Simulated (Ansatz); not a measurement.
# GdO (zincblende): equation of state

One table from this session's results is given with a row withheld; the runs are named, their logs left out.

Program: Ansatz 0.2.0. Level of theory: DFT HSE06, scalar-relativistic, plane waves, PAW. These are calculated values, not measurements.

### The system as given

Symmetry: F-43m, No. 216, cubic system. Conventional cell: a = 5.362 Å, b = 5.362 Å, c = 5.362 Å, α = 90.00°, β = 90.00°, γ = 90.00°. Around Gd (site symmetry -43m) lie 4 O at 2.32 Å. O (site symmetry -43m) has 4 Gd at 2.32 Å as nearest neighbours.

As a file:

```
Gd O
1.0
     0.00000    2.68087    2.68087
     2.68087    0.00000    2.68087
     2.68087    2.68087    0.00000
Gd O
1 1
Direct
  0.00000 0.00000 0.00000
  0.25000 0.25000 0.25000
```

This cell comes from an earlier session at HSE06: 19.267 Å³/atom at 0.00 GPa, on a 8×8×8 mesh.

Volume factors to run: 0.980, 1.020, 0.960, 1.040.

The first run:

Contents of input.yaml:

```yaml
crystal:
  lattice:
    - [0.0, 2.6628728225, 2.6628728225]
    - [2.6628728225, 0.0, 2.6628728225]
    - [2.6628728225, 2.6628728225, 0.0]
  atoms:
    - { symbol: Gd, position: [0.0, 0.0, 0.0], spin: 7.73 }
    - { symbol: O, position: [0.25, 0.25, 0.25] }
basis:
  ecutwfc: 420
  ecutrho_ratio: 4
kpoints:
  mp_grid: { grid: [8, 8, 8] }
hamiltonian:
  xc: pbe
  hubbard:
    sites:
      - { species: Gd, l: f, u_eff: 6.0, starting_ns: start.occupation_matrices }
    ns_hold: { iters: 6 }
scf:
  occupations: { method: gaussian, width: 0.05 }
  lower_state_search: "off"
output:
  forces: true
  stress: true
  eigenvalues: true
  populations: true
  hubbard: { sites: [{ species: Gd, l: f }] }
magnetization:
  spin_polarized: true
```

start.occupation_matrices holds the open shells' occupation matrices from the neighbouring geometry.

The run is started by

```
$ ansatz run input.yaml --threads 4 --pin off --max-ram 8192MiB --backend cpu --events-out ev --progress --plain --runs-dir out
```

Among the steps run: A PBE+U start for the hybrid; Volume × 0.980; At 1.020 of the relaxed volume; Volume × 0.960; Volume × 1.040.

One of the session's tables, all rows but one given; the rest of the session is left out.

It belongs to the step «The fit». 

```
volume (Å³/atom)  energy (meV/atom)  pressure (GPa)  moment of atom 1 (μB)
          18.497              11.22            4.83                   7.01
          18.882                  ?               ?                      ?
          19.267               0.00            0.00                   7.03
          19.653               2.55           -2.08                   7.03
          20.038               9.85           -3.95                   7.04
```

**Question.** Estimate the row for volume (Å³/atom) = 18.882.

Worked estimate for «energy (meV/atom)». A straight line through the neighbours (18.497, 11.22) and (19.267, 0.00) gives 11.22 + (0.00 − 11.22) × (18.882 − 18.497) / (19.267 − 18.497) = 5.61; a parabola fitted to 3 rows on both sides gives 2.89.

The run gave: energy (meV/atom): 2.65; pressure (GPa): 2.29; moment of atom 1 (μB): 7.02. In «energy (meV/atom)» the line misses by +2.96 and the parabola by +0.24.

To keep in mind: The program warned that the SCF threshold is loose for the stress of this hybrid run. For a metal under a hybrid functional this mesh is coarse. Warnings in the runs' records: filled band counts differ across k points, stability check not made, stress scf threshold loose, stress exchange threshold loose.
